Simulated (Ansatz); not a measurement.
Below is the output of a Python script on Ansatz's Python interface that makes a ladder of methods at one geometry of C2H4SSi, SMILES C1=CS[SiH2]1. Write a script that gives it. Level of theory (for the species named): PBE0, def2-SVP basis, multiplicity 1. The script varies functional: pbe0, cam_b3lyp, pbe, revpbe, r2scan, lc_wpbe.

```xyz
8

C    -0.4733    0.6540   -0.0729
C     0.5934    0.9962    0.6205
S     1.4767   -0.5137    0.6759
Si   -0.1116   -1.0881   -0.4208
H    -1.3627    1.3149   -0.3894
H     0.8716    1.9843    1.0517
H    -1.0546   -2.0212    0.3244
H     0.1526   -1.3836   -1.8452
```

`python c2h4ssi.py` gives:
```text
functional    E (Ha)        dipole (D)   HOMO (eV)  LUMO (eV)
pbe0          -765.622191     1.226      -6.382     -0.457
cam_b3lyp     -765.938429     1.185      -7.575      0.837
pbe           -765.548886     1.085      -5.239     -1.405
revpbe        -765.821313     1.098      -5.213     -1.350
r2scan        -765.874705     1.209      -5.512     -1.292
lc_wpbe       -765.712051     1.361      -9.042      1.865
```

One script that gives this output:

Script `c2h4ssi.py`:
```python
from pathlib import Path
import warnings

import ansatz as az
import numpy as np

GEOMETRY = """
C    -0.47330    0.65400   -0.07290
C     0.59340    0.99620    0.62050
S     1.47670   -0.51370    0.67590
Si   -0.11160   -1.08810   -0.42080
H    -1.36270    1.31490   -0.38940
H     0.87160    1.98430    1.05170
H    -1.05460   -2.02120    0.32440
H     0.15260   -1.38360   -1.84520
"""

warnings.simplefilter("ignore", az.DeckWarning)

geometry = az.Crystal.molecule()
for line in GEOMETRY.strip().splitlines():
    symbol, *xyz = line.split()
    geometry = geometry.atom(symbol, [float(v) for v in xyz])

model = geometry.calculation().basis(gaussian="def2-SVP")

print("functional    E (Ha)        dipole (D)   HOMO (eV)  LUMO (eV)")
for name in ["pbe0", "cam_b3lyp", "pbe", "revpbe", "r2scan", "lc_wpbe"]:
    report = model.functional(name).forces().orbitals().run(threads=1, runs_dir="runs").report
    lines = Path(report["orbitals_path"]).read_text().splitlines()
    field_of = lambda key: [line.split("=")[1].strip() for line in lines if line.startswith(key)]
    orbitals = [(27.211386 * float(e), s, float(n)) for e, s, n in zip(field_of("Ene="), field_of("Spin="), field_of("Occup="))]
    homo = max(e for e, _, n in orbitals if n > 0.5)
    lumo = min(e for e, _, n in orbitals if n < 0.5)
    dipole = 4.803205 * np.linalg.norm(report["charge_distribution"]["dipole_moment_e_ang"])
    print(f"{name:10s} {report['free_energy_ev'] / 27.211386246:14.6f} {dipole:9.3f} {homo:11.3f} {lumo:10.3f}")
```

Caveats:
- Total energies depend on the basis set; only differences at equal settings carry meaning.
- The geometry is a force-field or estimated start, not a minimum of this method, and the basis set is short of its limit. A lower total doesn't mark the better method: functionals have no common bound, and MP2 and coupled cluster aren't variational.
- Levels such as HOMO and LUMO are orbital energies: with these approximate functionals they aren't the ionisation energy and electron affinity, and their gap isn't the fundamental gap.
- It ran for 16 s on 1 thread of Arm Neoverse V2, with other jobs on the host, peak memory 0.25 GiB.
